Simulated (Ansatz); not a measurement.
# Si: the cost of one run

Method: DFT LDA, plane waves, PAW, scalar-relativistic, no spin polarisation, in Ansatz 0.2.0.

## Step 1: The structure to begin with

The cell holds 63 atoms (Si63): a = 10.860 Å, b = 10.860 Å, c = 10.860 Å, α = 90.00°, β = 90.00°, γ = 90.00°.

Its coordinates follow in the input file.

## Step 2: Relaxing end A

Input file input.yaml:

```yaml
crystal:
  lattice:
    - [10.86, 0.0, 0.0]
    - [0.0, 10.86, 0.0]
    - [0.0, 0.0, 10.86]
  atoms:
    - { symbol: Si, position: [0.4983288, -0.0002941, 0.0056018] }
    - { symbol: Si, position: [0.6297555, 0.1232605, 0.1229319] }
    - { symbol: Si, position: [0.7462537, 0.2510889, -0.0014687] }
    - { symbol: Si, position: [0.8769866, 0.3752282, 0.1235376] }
    - { symbol: Si, position: [0.747263, -0.0043809, 0.2516531] }
    - { symbol: Si, position: [0.8713801, 0.1269894, 0.3704503] }
    - { symbol: Si, position: [-0.0070051, 6.62e-05, -0.0016188] }
    - { symbol: Si, position: [0.1275678, 0.1250299, 0.1248246] }
    - { symbol: Si, position: [0.2524255, 0.2482172, 0.0018057] }
    - { symbol: Si, position: [0.3818293, 0.3756762, 0.1225042] }
    - { symbol: Si, position: [0.4999571, 0.4978402, -0.0008666] }
    - { symbol: Si, position: [0.6296752, 0.6223453, 0.1216724] }
    - { symbol: Si, position: [0.7515047, 0.7489559, -0.0003867] }
    - { symbol: Si, position: [0.8733579, 0.875755, 0.12915] }
    - { symbol: Si, position: [0.2518525, -0.0010639, 0.2491172] }
    - { symbol: Si, position: [0.3725827, 0.1226593, 0.3776923] }
    - { symbol: Si, position: [0.5015884, 0.2513879, 0.2514895] }
    - { symbol: Si, position: [0.6233849, 0.3750875, 0.376551] }
    - { symbol: Si, position: [0.7545449, 0.500841, 0.250331] }
    - { symbol: Si, position: [0.8729611, 0.6279764, 0.3744536] }
    - { symbol: Si, position: [0.5008443, 0.001232, 0.4980093] }
    - { symbol: Si, position: [0.6259571, 0.1282624, 0.6227286] }
    - { symbol: Si, position: [0.748734, 0.2479152, 0.5004387] }
    - { symbol: Si, position: [0.8809154, 0.3760618, 0.6285808] }
    - { symbol: Si, position: [0.7508352, -0.0009876, 0.7502083] }
    - { symbol: Si, position: [0.8758164, 0.1246413, 0.8749907] }
    - { symbol: Si, position: [0.0004138, 0.4984443, 0.0043514] }
    - { symbol: Si, position: [0.1263674, 0.6248375, 0.1236006] }
    - { symbol: Si, position: [0.2511904, 0.748048, -0.0032516] }
    - { symbol: Si, position: [0.3741464, 0.8785814, 0.1246081] }
    - { symbol: Si, position: [0.0006416, 0.2475259, 0.2515639] }
    - { symbol: Si, position: [0.123656, 0.3735882, 0.3730237] }
    - { symbol: Si, position: [0.2497794, 0.4972574, 0.2490224] }
    - { symbol: Si, position: [0.3746031, 0.6225035, 0.369791] }
    - { symbol: Si, position: [0.5013199, 0.7467091, 0.2447727] }
    - { symbol: Si, position: [0.6251311, 0.8749818, 0.3781483] }
    - { symbol: Si, position: [0.0036201, -0.0059231, 0.4985401] }
    - { symbol: Si, position: [0.1258472, 0.1214245, 0.6282236] }
    - { symbol: Si, position: [0.2510485, 0.2482613, 0.4986645] }
    - { symbol: Si, position: [0.3759712, 0.3808829, 0.6303681] }
    - { symbol: Si, position: [0.4961845, 0.5017633, 0.4960847] }
    - { symbol: Si, position: [0.6247453, 0.6223941, 0.6243135] }
    - { symbol: Si, position: [0.7489042, 0.7511018, 0.4980494] }
    - { symbol: Si, position: [0.8770113, 0.8747762, 0.622595] }
    - { symbol: Si, position: [0.2540844, 0.001009, 0.7495263] }
    - { symbol: Si, position: [0.3753486, 0.1270267, 0.8747342] }
    - { symbol: Si, position: [0.4984476, 0.2496825, 0.7485944] }
    - { symbol: Si, position: [0.6236281, 0.379511, 0.8772357] }
    - { symbol: Si, position: [0.7537401, 0.4987106, 0.7452861] }
    - { symbol: Si, position: [0.8740485, 0.6265247, 0.8737415] }
    - { symbol: Si, position: [0.0005994, 0.7474769, 0.251457] }
    - { symbol: Si, position: [0.1239099, 0.8751049, 0.3769251] }
    - { symbol: Si, position: [-0.0019184, 0.4971754, 0.4978625] }
    - { symbol: Si, position: [0.1266671, 0.6241725, 0.6279824] }
    - { symbol: Si, position: [0.3765328, 0.878109, 0.6255766] }
    - { symbol: Si, position: [0.0033634, 0.2520921, 0.7448173] }
    - { symbol: Si, position: [0.1289804, 0.3774692, 0.8739888] }
    - { symbol: Si, position: [0.2468089, 0.4950319, 0.750507] }
    - { symbol: Si, position: [0.3727717, 0.6219361, 0.8724152] }
    - { symbol: Si, position: [0.4956453, 0.7526968, 0.7477246] }
    - { symbol: Si, position: [0.6250578, 0.8755459, 0.8761275] }
    - { symbol: Si, position: [-0.0003222, 0.7523732, 0.7484693] }
    - { symbol: Si, position: [0.1309481, 0.8707663, 0.8770204] }
total_charge: 2
basis:
  ecutwfc: 420.0
kpoints:
  mp_grid: { grid: [1, 1, 1] }
hamiltonian:
  xc: lda
  pseudopotentials: { kind: paw, azcp: { folder: soft_1 } }
scf:
  occupations: { method: gaussian, width: 0.05 }
  lower_state_search: "off"
relax:
  f_tol: 0.03
  max_steps: 60
  adjacent_minimum: "off"
```

On the command line:

```sh
$ ansatz run input.yaml --threads 4 --pin off --max-ram 10240MiB --backend cpu --events-out ev --progress --plain --runs-dir out
```

What time and memory should one allow on 4 threads of Arm Neoverse N1, shared host?

About 26 s, with a peak of 0.92 GiB.
